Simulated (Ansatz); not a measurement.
# Cl: the cost of one run

Method: DFT PBE+D3(BJ), plane waves, PAW, scalar-relativistic, no spin polarisation, in Ansatz 0.2.0.

### 1 Starting point

The cell holds 20 atoms (Cl20): a = 8.772 Å, b = 8.772 Å, c = 8.772 Å, α = 90.00°, β = 90.00°, γ = 90.00°.

Its coordinates follow in the input file.

### 2 Preparing the start

The input, input.yaml:

```yaml
accuracy: low
crystal:
  lattice:
    - [8.772053, 0.0, 0.0]
    - [0.0, 8.772053, 0.0]
    - [0.0, 0.0, 8.772053]
  atoms:
    - { symbol: Cl, position: [0.2462042, -0.0753136, 0.000384] }
    - { symbol: Cl, position: [0.2017951, 0.1168644, 0.1181334] }
    - { symbol: Cl, position: [0.7494451, 0.4310279, 0.0290127] }
    - { symbol: Cl, position: [0.8143505, 0.5743, 0.1964339] }
    - { symbol: Cl, position: [0.0137027, 0.1666864, 0.5013414] }
    - { symbol: Cl, position: [0.2350625, 0.207735, 0.455687] }
    - { symbol: Cl, position: [0.6177055, 1.0091002, 0.7612637] }
    - { symbol: Cl, position: [0.57885, 0.8336835, 0.9044025] }
    - { symbol: Cl, position: [0.4775975, 0.679372, 0.4602531] }
    - { symbol: Cl, position: [0.2618455, 0.7000557, 0.3841428] }
    - { symbol: Cl, position: [0.9860813, 0.8542736, 0.7511019] }
    - { symbol: Cl, position: [0.8955478, 0.7109836, 0.5960498] }
    - { symbol: Cl, position: [0.2641636, 0.4047307, 0.8435457] }
    - { symbol: Cl, position: [0.0960313, 0.4507099, 0.9931682] }
    - { symbol: Cl, position: [0.6415634, 0.0869995, 0.1782379] }
    - { symbol: Cl, position: [0.5962576, 0.0711561, 0.402884] }
    - { symbol: Cl, position: [0.7126594, 0.3814625, 0.6870638] }
    - { symbol: Cl, position: [0.843154, 0.4165975, 0.5013053] }
    - { symbol: Cl, position: [0.8612094, 0.9087359, 0.054392] }
    - { symbol: Cl, position: [1.0295653, 0.7780454, 0.1400997] }
basis:
  ecutwfc: 420.0
kpoints:
  mp_grid: { grid: [1, 1, 1] }
hamiltonian:
  xc: pbe
  dispersion: d3bj
scf:
  occupations: { method: fermi_dirac, width: 0.05 }
  lower_state_search: "off"
relax:
  f_tol: 0.3
  max_steps: 15
  adjacent_minimum: "off"
```

Command:

```
$ ansatz run input.yaml --threads 1 --pin off --max-ram 3072MiB --backend cpu --events-out ev --progress --plain --runs-dir out
```

**Question.** How long does this run take on 1 thread of Arm Neoverse V1, shared host, and how much memory does it need?

About 48 s, with a peak of 0.51 GiB.
